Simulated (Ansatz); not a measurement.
# C7H12O2: a ladder of functionals and wavefunction methods

How much do the methods differ for C7H12O2? The plan is to run it at one geometry with functionals of several rungs and with coupled cluster, and see how far each lands from CCSD(T) at the basis-set limit for the atomisation energy.

Method: functionals in def2-TZVPP, the program's frozen cores in correlated methods; program: Ansatz 0.2.0, Gaussian basis.

Levels to be run: LDA (SPW92), PBE-D4, revPBE-D4, BLYP-D4, r2SCAN-D4, B97M-V, PBE0-D4, B3LYP-D4, r2SCANh-D4, r2SCAN0-D4, HSE06-D4, BHLYP-D4, CAM-B3LYP-D4, LC-ωPBE, ωB97X-V, ωB97M-V, B2PLYP, PBE-QIDH; CCSD(T)/def2-SVP; CCSD(T)/def2-TZVPP; MP2/def2-QZVPP; extrapolation to the limit; RPA on PBE.

## (1) The geometry

All runs share one geometry, relaxed beforehand with PBE0-D4 in a triple-zeta def2 set.

21 atoms, charge 0, spin multiplicity 1.

Atoms are counted from 1 here; the program's logs count them from 0.

Bond lengths: C1–C2 1.532 Å, C1–H10 1.093 Å, C1–H11 1.093 Å, C1–H12 1.092 Å, C2–C3 1.531 Å, C2–C4 1.521 Å, C2–C5 1.523 Å, C3–H13 1.093 Å, C3–H14 1.092 Å, C3–H15 1.093 Å, C4–H16 1.091 Å, C4–H17 1.091 Å, C4–H18 1.093 Å, C5–O6 1.205 Å, C5–C7 1.523 Å, C7–C8 1.509 Å, C7–H19 1.095 Å, C7–H20 1.088 Å and more. Angles: C2–C1–H10 109.3°, C2–C1–H11 111.2°, C2–C1–H12 112.6°, H10–C1–H11 107.8°, H10–C1–H12 107.7°, H11–C1–H12 108.1°, C1–C2–C3 110.0°, C1–C2–C4 110.1°, C1–C2–C5 108.4°, C3–C2–C4 109.9°, C3–C2–C5 108.9°, C4–C2–C5 109.4°, C2–C3–H13 111.2°, C2–C3–H14 112.4°, C2–C3–H15 109.3°, H13–C3–H14 108.4°, H13–C3–H15 107.8°, H14–C3–H15 107.5° and more.

## (2) LDA

This LDA is Slater exchange with PW92 correlation.

Input file in.yaml:

```yaml
crystal:
  periodic: [false, false, false]
  atoms:
    - {symbol: C, position_ang: [0.739338, 0.697279, -1.163107]}
    - {symbol: C, position_ang: [-0.469406, -0.052190, -0.594468]}
    - {symbol: C, position_ang: [-0.395143, -1.532730, -0.979094]}
    - {symbol: C, position_ang: [-1.759311, 0.555724, -1.124269]}
    - {symbol: C, position_ang: [-0.439298, 0.066098, 0.923326]}
    - {symbol: O, position_ang: [-1.330033, 0.570930, 1.559300]}
    - {symbol: C, position_ang: [0.796883, -0.432935, 1.658871]}
    - {symbol: C, position_ang: [1.519230, 0.743494, 2.268319]}
    - {symbol: O, position_ang: [2.684159, 0.969075, 2.101534]}
    - {symbol: H, position_ang: [0.733462, 0.618139, -2.252942]}
    - {symbol: H, position_ang: [0.703702, 1.758427, -0.904682]}
    - {symbol: H, position_ang: [1.688711, 0.293574, -0.805721]}
    - {symbol: H, position_ang: [-1.233643, -2.093507, -0.558814]}
    - {symbol: H, position_ang: [0.532998, -2.002718, -0.648275]}
    - {symbol: H, position_ang: [-0.441823, -1.625652, -2.066837]}
    - {symbol: H, position_ang: [-2.633225, 0.042679, -0.719961]}
    - {symbol: H, position_ang: [-1.841018, 1.608276, -0.849450]}
    - {symbol: H, position_ang: [-1.783892, 0.478044, -2.213806]}
    - {symbol: H, position_ang: [0.432257, -1.053132, 2.484343]}
    - {symbol: H, position_ang: [1.491898, -1.002699, 1.046446]}
    - {symbol: H, position_ang: [0.879555, 1.404525, 2.886485]}
basis:
  gaussian: {orbitals: def2-TZVPP}
hamiltonian: {xc: lda}
output: {orbitals: {seedname: orbitals}}
```

Run with:

```
ansatz run in.yaml --threads 4 --pin off --events-out ev --progress --plain --max-ram 66560MiB --backend cuda --devices 0, --max-vram 37GiB
```

The runs that follow: PBE-D4 (GGA); revPBE-D4 (GGA); BLYP-D4 (GGA); r2SCAN-D4 (meta-GGA); B97M-V (meta-GGA); B3LYP-D4 (hybrid); r2SCANh-D4 (hybrid); r2SCAN0-D4 (hybrid); HSE06-D4 (hybrid); BHLYP-D4 (hybrid); CAM-B3LYP-D4 (range-separated); LC-ωPBE (range-separated); ωB97X-V (range-separated); ωB97M-V (range-separated); B2PLYP (double hybrid); PBE-QIDH (double hybrid); CCSD(T) in def2-SVP; CCSD(T) in def2-TZVPP; MP2 in def2-QZVPP; RPA on PBE orbitals.

Q: Predict the results of all the runs planned. Wanted: atomisation energy, CCSD(T)/CBS; farthest beyond LDA; mean size of error, GGA; mean size of error, meta-GGA; mean size of error, hybrid; mean size of error, range-separated; mean size of error, double hybrid; gap, smallest and largest; T1 diagnostic.

**Answer**, as computed:

| quantity | value |
| --- | --- |
| atomisation energy, CCSD(T)/CBS | 8869.2 kJ/mol |
| functionals within 44.3 kJ/mol (0.5 %) | revPBE-D4, BLYP-D4, r2SCAN-D4, B97M-V, B3LYP-D4, r2SCANh-D4, LC-ωPBE, ωB97X-V, ωB97M-V, PBE-QIDH |
| farthest beyond LDA | BHLYP-D4 (-273.8 kJ/mol) |
| mean size of error, GGA | 102.2 kJ/mol |
| mean size of error, meta-GGA | 32.9 kJ/mol |
| mean size of error, hybrid | 92.4 kJ/mol |
| mean size of error, range-separated | 28.6 kJ/mol |
| mean size of error, double hybrid | 43.5 kJ/mol |
| gap, smallest and largest | 3.30 eV (LDA (SPW92)), 11.25 eV (LC-ωPBE) |
| T1 diagnostic | 0.0135 |
| triples share of the correlation energy | 4.2 % |

In words: LDA overbinds by 1352.8 kJ/mol (15 %). PBE-D4 is off by +257.4 kJ/mol. Double hybrids carry the basis error of their MP2 part in triple zeta, and no dispersion term here, so their miss is partly the set-up's. The rungs range-separated, meta-GGA, double hybrid miss on average by less than the doubt on the reference (44.3 kJ/mol), so they tie. The reference freezes the cores and leaves out relativity and excitations past (T), so misses under about 44.3 kJ/mol can't be ranked. Hartree-Fock recovers 73 % of the binding; the rest is correlation. CCSD(T) in def2-SVP is off by -324.8 kJ/mol, more than most functionals: a good method in a small basis is no reference. The gap grows from 3.3 to 11.3 eV across the functionals, mostly with the share of exact exchange.
